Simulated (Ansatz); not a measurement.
# KC8: a single-point run

Aim: the field gradients at the nuclei of KC8, from a sound single-point run.

Computed with Ansatz 0.2.0 (DFT, PBE, plane-wave PAW, default files, scalar-relativistic, unless a step's input says otherwise).

## (1) The starting structure

The structure is orthorhombic, space group Fddd (No. 70). The conventional cell has a = 4.956 Å, b = 8.582 Å, c = 21.064 Å, α = 90.00°, β = 90.00°, γ = 90.00°. K (site symmetry 222) has 12 C at 3.00 to 3.02 Å as nearest neighbours. Around C (site symmetry 1) lie 3 C at 1.43 to 1.44 Å.

Coordinates:

```xyz
18
Lattice="0.0000 4.2910 10.5319 2.4779 0.0000 10.5319 2.4779 4.2910 0.0000" Properties=species:S:1:pos:R:3 pbc="T T T"
K     2.4779    4.2910   10.5319
K     3.7169    6.4366   15.7979
C     3.7209    3.5766    7.9000
C     3.7209    5.0054   13.1638
C     1.2349    3.5766   13.1638
C     1.2349    5.0054    7.9000
C     2.4739    2.8599    7.8979
C     2.4739    5.7222   13.1659
C     2.4820    2.8599   13.1659
C     2.4820    5.7222    7.8979
C     1.2422    3.5763    7.8741
C     1.2422    5.0057   13.1898
C     3.7136    3.5763   13.1898
C     3.7136    5.0057    7.8741
C     2.4746    7.1513    7.9238
C     2.4746    1.4308   13.1400
C     2.4812    7.1513   13.1400
C     2.4812    1.4308    7.9238
```

## (2) The calculation

input.yaml

```yaml
crystal:
  lattice:
    - [0.0, 4.2910366617, 10.5319133547]
    - [2.4779201559, 0.0, 10.5319133547]
    - [2.4779201559, 4.2910366617, 0.0]
  atoms:
    - { symbol: K, position: [0.5, 0.5, 0.5] }
    - { symbol: K, position: [0.75, 0.75, 0.75] }
    - { symbol: C, position: [0.04099313, 0.70910616, 0.79252099] }
    - { symbol: C, position: [0.45737972, 0.79252099, 0.70910616] }
    - { symbol: C, position: [0.79252099, 0.45737972, 0.04099313] }
    - { symbol: C, position: [0.70910616, 0.04099313, 0.45737972] }
    - { symbol: C, position: [0.20900687, 0.54089384, 0.45747901] }
    - { symbol: C, position: [0.79262028, 0.45747901, 0.54089384] }
    - { symbol: C, position: [0.45747901, 0.79262028, 0.20900687] }
    - { symbol: C, position: [0.54089384, 0.20900687, 0.79262028] }
    - { symbol: C, position: [0.53987944, 0.20775979, 0.29356514] }
    - { symbol: C, position: [0.95879563, 0.29356514, 0.20775979] }
    - { symbol: C, position: [0.29356514, 0.95879563, 0.53987944] }
    - { symbol: C, position: [0.20775979, 0.53987944, 0.95879563] }
    - { symbol: C, position: [0.71012056, 0.04224021, 0.95643486] }
    - { symbol: C, position: [0.29120437, 0.95643486, 0.04224021] }
    - { symbol: C, position: [0.95643486, 0.29120437, 0.71012056] }
    - { symbol: C, position: [0.04224021, 0.71012056, 0.29120437] }
kpoints:
  mp_grid: { grid: [1, 1, 1] }
scf:
  occupations: { method: fermi_dirac, width: 0.05 }
  max_iter: 75
hamiltonian:
  xc: pbe
  pseudopotentials: { kind: paw }
output:
  forces: true
  stress: true
  populations: true
  efg: { quadrupole_moments_barn: { K: 0.0603 }, contact_densities: true }
```

Run with:

```console
$ ansatz run input.yaml --threads 1 --pin off --max-ram 2560MiB --backend cpu --events-out ev --progress --plain --runs-dir out
```

Q: Will this input give a usable result? If not, why, and what should change?

The run converged and reported no error. Convergence says nothing about whether the input makes sense.

In the input, kpoints.mp_grid.grid is [1, 1, 1]. The zone is sampled at a single point, which suits only large cells or molecules.

Run again and compare: set kpoints.mp_grid.grid to [7, 7, 7].
